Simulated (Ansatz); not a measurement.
# BiSb: which structure wins at one pressure

Which of rocksalt, CsCl, zincblende, anti NiAs, WC has the lowest enthalpy for BiSb at one common pressure? Methods of the runs shown: PAW.

Computed with Ansatz 0.2.0 (DFT, LDA, PAW with Ansatz's default frozen-core files, scalar-relativistic, unless a step's input says otherwise).

### 1 The starting structure

It takes space group Fm-3m (No. 225, cubic). Conventional cell: a = 6.026 Å, b = 6.026 Å, c = 6.026 Å, α = 90.00°, β = 90.00°, γ = 90.00°. Sb (site symmetry m-3m) is surrounded by 6 Bi at 3.01 Å. Around Bi (site symmetry m-3m) lie 6 Sb at 3.01 Å.

Coordinates:

```cif
data_structure
_symmetry_space_group_name_H-M 'P 1'
_symmetry_Int_Tables_number 1
_cell_length_a 4.2612
_cell_length_b 4.2612
_cell_length_c 4.2612
_cell_angle_alpha 60.000
_cell_angle_beta 60.000
_cell_angle_gamma 60.000
_cell_volume 54.71
loop_
_atom_site_label
_atom_site_type_symbol
_atom_site_fract_x
_atom_site_fract_y
_atom_site_fract_z
_atom_site_occupancy
Sb1 Sb 0.00000 0.00000 0.00000 1
Bi1 Bi 0.50000 0.50000 0.50000 1
```

Atoms are numbered in the order of the input: Sb1, Bi2.

### 2 Cell relaxed at zero pressure, PAW

Contents of input.yaml:

```yaml
crystal:
  lattice:
    - [0.0, 3.0131183407, 3.0131183407]
    - [3.0131183407, 0.0, 3.0131183407]
    - [3.0131183407, 3.0131183407, 0.0]
  atoms:
    - { symbol: Sb, position: [0.0, 0.0, 0.0] }
    - { symbol: Bi, position: [0.5, 0.5, 0.5] }
kpoints:
  mp_grid: { grid: [12, 12, 12] }
scf:
  occupations: { method: fermi_dirac, width: 0.1 }
hamiltonian:
  xc: lda
  pseudopotentials: { kind: paw }
output:
  forces: true
  stress: true
relax:
  f_tol: 0.005
  max_steps: 40
  cell: {}
```

Run with:

```
ansatz run input.yaml --threads 1 --pin off --max-ram 3584MiB --backend cpu --events-out ev --progress --plain --runs-dir out
```

Further steps of the session: Volume scaled by 0.761, to set the pressure, PAW; Rocksalt relaxed under pressure, PAW; CsCl relaxed under pressure, PAW; Zincblende relaxed under pressure, PAW; Anti NiAs relaxed under pressure, PAW; WC relaxed under pressure, PAW.

What does the calculation give? Wanted: pressure; lowest.

The runs gave:

```
    quantity                         value
    pressure                        31 GPa
lowest (PAW)  CsCl, 51.6 meV/atom under WC
```

**Reading.** By PAW the order is CsCl < WC < anti NiAs < rocksalt < zincblende. Only these structures were tried, with electrons smeared by 0.1 eV and without vibrations, so the true ground state may be another. The k meshes differ between phases and weren't tested, which can move differences by some meV. Spin-orbit coupling is left out, though the cell holds Bi; in elements this heavy it can shift bands and gaps by tenths of an eV.
